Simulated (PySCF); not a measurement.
# C₇H₁₀O₃: vibronic structure

Wanted: vibronic structure for C₇H₁₀O₃ (`CO[C@@H]1C=CC[C@@H]1C(=O)O`).

Computed with PySCF 2.14.0 and routines of our own; the level stands in each step. Atoms count from 0.

## (1) The system as given

20 atoms, charge 0, multiplicity 1; geometry from: GFN2-xTB.

## (2) Vibronic structure: TDDFT PBE0/def2-SV(P)

What the job is given:

```
{"job": {"kind": "vib", "xc": "PBE0", "basis": "def2-SV(P)", "tda": false}, "charge": 0, "multiplicity": 1}
C      2.432058     0.874839    -0.367106
O      1.037215     0.774575    -0.488080
C      0.422572    -0.051796     0.488435
C      0.690496    -1.520021     0.274975
C     -0.377359    -2.160965    -0.165615
C     -1.572341    -1.273322    -0.295761
C     -1.119364     0.055365     0.325904
C     -1.457121     1.253652    -0.536119
O     -1.845080     1.215911    -1.669861
O     -1.297282     2.396399     0.137919
H      2.932444    -0.072593    -0.593610
H      2.720119     1.197769     0.641504
H      2.746572     1.624863    -1.090147
H      0.748362     0.283523     1.487171
H      1.667019    -1.940653     0.437024
H     -0.427681    -3.205729    -0.420526
H     -1.826545    -1.124474    -1.348697
H     -2.447156    -1.685487     0.208372
H     -1.569695     0.214087     1.307103
H     -1.462381     3.154736    -0.444405
```

Method: TDDFT PBE0/def2-SV(P) vertical-gradient vibronic structure (displaced harmonic oscillators, Condon), gas phase.

The run is started by

```
$ OMP_NUM_THREADS=1 python excited_run.py task.json out
```

The driver reads the jobs from task.json and runs them one after another.

Log:

```text
final grid: 76520 points
cycle   1  E = -497.2532528921  dE =  1.733e+00  |g| = 1.027e+00  |ddm| = 4.790e+00
cycle   2  E = -496.9028756428  dE =  3.504e-01  |g| = 1.708e+00  |ddm| = 3.435e+00
cycle   3  E = -497.4444114924  dE = -5.415e-01  |g| = 2.992e-01  |ddm| = 2.350e+00
cycle   4  E = -497.4611723722  dE = -1.676e-02  |g| = 8.646e-02  |ddm| = 3.678e-01
cycle   5  E = -497.4624243461  dE = -1.252e-03  |g| = 2.385e-02  |ddm| = 8.608e-02
cycle   6  E = -497.4625491294  dE = -1.248e-04  |g| = 6.022e-03  |ddm| = 3.272e-02
cycle   7  E = -497.4625564577  dE = -7.328e-06  |g| = 1.766e-03  |ddm| = 7.818e-03
cycle   8  E = -497.4625570785  dE = -6.208e-07  |g| = 5.692e-04  |ddm| = 2.442e-03
cycle   9  E = -497.4625571462  dE = -6.767e-08  |g| = 2.046e-04  |ddm| = 8.657e-04
cycle  10  E = -497.4625571557  dE = -9.509e-09  |g| = 5.276e-05  |ddm| = 2.696e-04
cycle  11  E = -497.4625571561  dE = -4.611e-10  |g| = 3.220e-05  |ddm| = 1.009e-04
cycle  12  E = -497.4625571563  dE = -2.151e-10  |g| = 6.045e-06  |ddm| = 3.981e-05
converged SCF energy = -497.4625571563

Singlet excitations (eV, f): 6.040 (0.0011)  6.312 (0.0023)  6.899 (0.0054)  6.969 (0.0613)  7.061 (0.0055)  7.358 (0.1903)

State S1  6.0401 eV  f = 0.00109  H-2->L+1 0.66, H->L+1 0.15, H-2->L 0.09
  relaxed dipole 1.003 D, largest gradient of the excitation energy 0.1731 Eh/bohr
  mode    cm-1        S   lambda/meV  Raman
   44   1803.5    2.2227     497.0   1.000
    4    119.5    2.2320      33.1   0.004
   27   1114.5    0.2302      31.8   0.040
   10    444.0    0.3930      21.6   0.011
    6    226.7    0.5216      14.7   0.004
   33   1227.0    0.0894      13.6   0.019
   38   1315.9    0.0778      12.7   0.019
   30   1144.4    0.0871      12.4   0.016
   35   1268.1    0.0631       9.9   0.014
    9    362.0    0.2148       9.6   0.004
   31   1160.5    0.0507       7.3   0.009
   15    718.7    0.0582       5.2   0.004
  reorganisation energy 0.7043 eV, total S 6.678, 0-0 5.3359 eV
  absorption maximum 5.854 eV, width 0.852 eV

State S4  6.9693 eV  f = 0.06127  H->L 0.38, H-1->L 0.19, H-1->L+1 0.18
  relaxed dipole 1.820 D, largest gradient of the excitation energy 0.0846 Eh/bohr
  mode    cm-1        S   lambda/meV  Raman
   43   1699.8    0.8514     179.4   1.000
    7    261.9    2.3185      75.3   0.065
   44   1803.5    0.3067      68.6   0.405
    2     57.1    4.4887      31.8   0.006
    8    313.1    0.7359      28.6   0.029
   38   1315.9    0.1611      26.3   0.113
   11    500.1    0.3744      23.2   0.038
    6    226.7    0.7069      19.9   0.015
   12    576.4    0.1615      11.5   0.022
   33   1227.0    0.0488       7.4   0.030
   20    916.2    0.0606       6.9   0.021
   40   1453.0    0.0338       6.1   0.029
  reorganisation energy 0.5486 eV, total S 11.209, 0-0 6.4207 eV
  absorption maximum 6.873 eV, width 0.674 eV

State S6  7.3577 eV  f = 0.19033  H-2->L 0.23, H->L 0.21, H-1->L+1 0.17
  relaxed dipole 2.553 D, largest gradient of the excitation energy 0.1099 Eh/bohr
  mode    cm-1        S   lambda/meV  Raman
   43   1699.8    1.5526     327.2   1.000
   38   1315.9    0.1885      30.8   0.073
    6    226.7    0.9604      27.0   0.011
    7    261.9    0.5070      16.5   0.008
   40   1453.0    0.0722      13.0   0.034
   34   1247.3    0.0816      12.6   0.028
   19    877.8    0.1157      12.6   0.020
   25   1093.7    0.0902      12.2   0.024
   10    444.0    0.1925      10.6   0.008
   28   1119.2    0.0744      10.3   0.021
   44   1803.5    0.0461      10.3   0.033
   15    718.7    0.1092       9.7   0.013
  reorganisation energy 0.5710 eV, total S 5.604, 0-0 6.7867 eV
  absorption maximum 7.253 eV, width 0.712 eV

State T1  4.3752 eV  f = 0.00000  H->L 0.65, H-1->L 0.19
  relaxed dipole 2.355 D, largest gradient of the excitation energy 0.1596 Eh/bohr
  mode    cm-1        S   lambda/meV  Raman
   43   1699.8    3.4641     730.1   1.000
   35   1268.1    0.0856      13.5   0.014
   53   3130.9    0.0270      10.5   0.026
   25   1093.7    0.0737      10.0   0.009
   26   1111.5    0.0646       8.9   0.008
   24   1040.3    0.0608       7.8   0.007
   22   1013.9    0.0555       7.0   0.006
   38   1315.9    0.0389       6.3   0.007
   40   1453.0    0.0346       6.2   0.007
    6    226.7    0.2025       5.7   0.001
   15    718.7    0.0593       5.3   0.003
    7    261.9    0.1266       4.1   0.001
  reorganisation energy 0.8520 eV, total S 5.215, 0-0 3.5232 eV
  absorption maximum 4.165 eV, width 0.881 eV
```

It took 49 s on 1 thread of Arm Neoverse V2, shared host; peak memory 0.96 GiB.

## (3) Vibronic structure: TDDFT HSE06/pcseg-0

The job, as its differences from that of step 2:

```diff
@@ -1,2 +1,2 @@
-{"job": {"kind": "vib", "xc": "PBE0", "basis": "def2-SV(P)", "tda": false}, "charge": 0, "multiplicity": 1}
+{"job": {"kind": "vib", "xc": "HSE06", "basis": "pcseg-0", "tda": false, "temperature": 600}, "charge": 0, "multiplicity": 1}
 C      2.432058     0.874839    -0.367106
```

Method: TDDFT HSE06/pcseg-0 vertical-gradient vibronic structure (displaced harmonic oscillators, Condon), gas phase.

Log:

```text
final grid: 76520 points
cycle   1  E = -496.3760541279  dE =  1.698e+00  |g| = 9.096e-01  |ddm| = 4.782e+00
cycle   2  E = -495.9794658989  dE =  3.966e-01  |g| = 1.715e+00  |ddm| = 3.870e+00
cycle   3  E = -496.5232485930  dE = -5.438e-01  |g| = 3.360e-01  |ddm| = 2.647e+00
cycle   4  E = -496.5443538616  dE = -2.111e-02  |g| = 6.863e-02  |ddm| = 4.187e-01
cycle   5  E = -496.5450842215  dE = -7.304e-04  |g| = 2.243e-02  |ddm| = 8.664e-02
cycle   6  E = -496.5452048218  dE = -1.206e-04  |g| = 4.826e-03  |ddm| = 3.646e-02
cycle   7  E = -496.5452094089  dE = -4.587e-06  |g| = 2.122e-03  |ddm| = 7.826e-03
cycle   8  E = -496.5452104307  dE = -1.022e-06  |g| = 5.702e-04  |ddm| = 3.294e-03
cycle   9  E = -496.5452105115  dE = -8.082e-08  |g| = 9.994e-05  |ddm| = 7.864e-04
cycle  10  E = -496.5452105134  dE = -1.914e-09  |g| = 5.423e-05  |ddm| = 2.258e-04
cycle  11  E = -496.5452105140  dE = -5.423e-10  |g| = 1.028e-05  |ddm| = 7.207e-05
converged SCF energy = -496.5452105140

Singlet excitations (eV, f): 6.035 (0.0012)  6.134 (0.0030)  6.663 (0.0003)  6.947 (0.0357)  7.006 (0.0013)  7.417 (0.2113)

State S1  6.0352 eV  f = 0.00122  H-2->L+1 0.61, H-1->L+1 0.13, H-2->L 0.12
  relaxed dipole 1.489 D, largest gradient of the excitation energy 0.1657 Eh/bohr
  mode    cm-1        S   lambda/meV  Raman
   44   1803.5    2.0210     451.9   1.000
   27   1114.5    0.2587      35.7   0.049
    4    119.5    2.1122      31.3   0.005
   10    444.0    0.4506      24.8   0.014
   30   1144.4    0.1101      15.6   0.022
   33   1227.0    0.0951      14.5   0.022
   38   1315.9    0.0751      12.3   0.020
    6    226.7    0.4159      11.7   0.003
    9    362.0    0.2316      10.4   0.005
   31   1160.5    0.0584       8.4   0.012
   35   1268.1    0.0497       7.8   0.012
    3     78.3    0.7713       7.5   0.001
  reorganisation energy 0.6758 eV, total S 7.563, 0-0 5.3594 eV
  absorption maximum 5.935 eV, width 0.864 eV

State S4  6.9469 eV  f = 0.03573  H-1->L 0.36, H-1->L+1 0.35, H-2->L+1 0.22
  relaxed dipole 7.632 D, largest gradient of the excitation energy 0.0932 Eh/bohr
  mode    cm-1        S   lambda/meV  Raman
   43   1699.8    0.8463     178.4   1.000
   44   1803.5    0.4154      92.9   0.553
    4    119.5    5.7336      85.0   0.033
   27   1114.5    0.3233      44.7   0.164
   38   1315.9    0.2304      37.6   0.163
   14    673.9    0.3761      31.4   0.070
    7    261.9    0.8247      26.8   0.023
   28   1119.2    0.1187      16.5   0.061
   12    576.4    0.2222      15.9   0.030
    6    226.7    0.5134      14.4   0.011
   20    916.2    0.1011      11.5   0.035
   30   1144.4    0.0763      10.8   0.041
  reorganisation energy 0.6584 eV, total S 11.602, 0-0 6.2885 eV

State S6  7.4174 eV  f = 0.21131  H-1->L 0.32, H-1->L+1 0.26, H-2->L 0.14
  relaxed dipole 2.965 D, largest gradient of the excitation energy 0.1138 Eh/bohr
  mode    cm-1        S   lambda/meV  Raman
   43   1699.8    1.6740     352.8   1.000
   38   1315.9    0.3448      56.3   0.123
    7    261.9    1.3166      42.7   0.019
   28   1119.2    0.1893      26.3   0.049
   25   1093.7    0.1593      21.6   0.039
   10    444.0    0.3896      21.4   0.016
   35   1268.1    0.1198      18.8   0.040
   34   1247.3    0.1129      17.5   0.036
   23   1023.4    0.1281      16.2   0.028
   19    877.8    0.1445      15.7   0.023
   40   1453.0    0.0772      13.9   0.034
    6    226.7    0.3287       9.2   0.003
  reorganisation energy 0.7085 eV, total S 7.611, 0-0 6.7089 eV
  absorption maximum 7.349 eV, width 0.852 eV

State T1  4.4670 eV  f = 0.00000  H-1->L 0.63, H->L 0.19
  relaxed dipole 2.625 D, largest gradient of the excitation energy 0.1594 Eh/bohr
  mode    cm-1        S   lambda/meV  Raman
   43   1699.8    3.4685     731.0   1.000
   35   1268.1    0.0842      13.2   0.014
   25   1093.7    0.0832      11.3   0.010
   53   3130.9    0.0244       9.5   0.024
   26   1111.5    0.0673       9.3   0.008
   22   1013.9    0.0610       7.7   0.006
   38   1315.9    0.0456       7.4   0.008
   40   1453.0    0.0388       7.0   0.008
    6    226.7    0.2379       6.7   0.001
   24   1040.3    0.0515       6.6   0.006
   15    718.7    0.0658       5.9   0.003
    7    261.9    0.1110       3.6   0.001
  reorganisation energy 0.8563 eV, total S 5.286, 0-0 3.6107 eV
  absorption maximum 4.461 eV, width 0.919 eV
```

It took 41 s on 1 thread of Arm Neoverse V2, shared host; peak memory 0.85 GiB.

## (4) Outcome

| quantity | value |
| --- | --- |
| S1: vertical, reorganisation, 0-0, total S (step 2, TDDFT PBE0/def2-SV(P), modes from GFN2-xTB) | 6.04, 0.70, 5.34 eV; 6.7 |
| S4: vertical, reorganisation, 0-0, total S (step 2, TDDFT PBE0/def2-SV(P), modes from GFN2-xTB) | 6.97, 0.55, 6.42 eV; 11.2 |
| S6: vertical, reorganisation, 0-0, total S (step 2, TDDFT PBE0/def2-SV(P), modes from GFN2-xTB) | 7.36, 0.57, 6.79 eV; 5.6 |
| S1: vertical, reorganisation, 0-0, total S (step 3, TDDFT HSE06/pcseg-0, modes from GFN2-xTB) | 6.04, 0.68, 5.36 eV; 7.6 |
| S4: vertical, reorganisation, 0-0, total S (step 3, TDDFT HSE06/pcseg-0, modes from GFN2-xTB) | 6.95, 0.66, 6.29 eV; 11.6 |
| S6: vertical, reorganisation, 0-0, total S (step 3, TDDFT HSE06/pcseg-0, modes from GFN2-xTB) | 7.42, 0.71, 6.71 eV; 7.6 |

The vibronic model keeps the ground-state modes (from xTB) and shifts them along the gradient alone, so it can miss much of the relaxation that a full optimisation finds. In step 3 the harmonic model is doubtful.
